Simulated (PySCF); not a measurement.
Molecule: NNaH2, in a box.

```
CELL_PARAMETERS angstrom
12.00000 0.00000 0.00000
0.00000 11.00000 0.00000
0.00000 0.00000 11.00000
ATOMIC_POSITIONS crystal
N 0.46051 0.50095 0.49600
Na 0.61007 0.48528 0.58250
H 0.39173 0.45449 0.51237
H 0.44448 0.55430 0.41519
```

The cell isn't the ideal one: atoms moved at random, drawn with an rms of 0.05 Å.

Base run:

- Program: PySCF 2.14.0
- Functional: HLE16
- Potentials or basis: cc-pvdz (all-electron)
- k mesh: 1 × 1 × 1
- Occupations: fixed
- Spin: no spin polarisation

Its results: gap between the frontier levels 1.25 eV.

After a change of settings the same cell gave: gap between the frontier levels 0.90 eV. Which change was it?
A. functional from HLE16 to rSCAN
B. functional from HLE16 to PBE0; dispersion from none to D4
C. functional from HLE16 to PBE

C.

Caveats: this is a molecule in a periodic box at the Γ point, so its band gap is the HOMO-LUMO gap; the basis of atomic orbitals isn't converged, which shifts pressures, moduli and gaps.
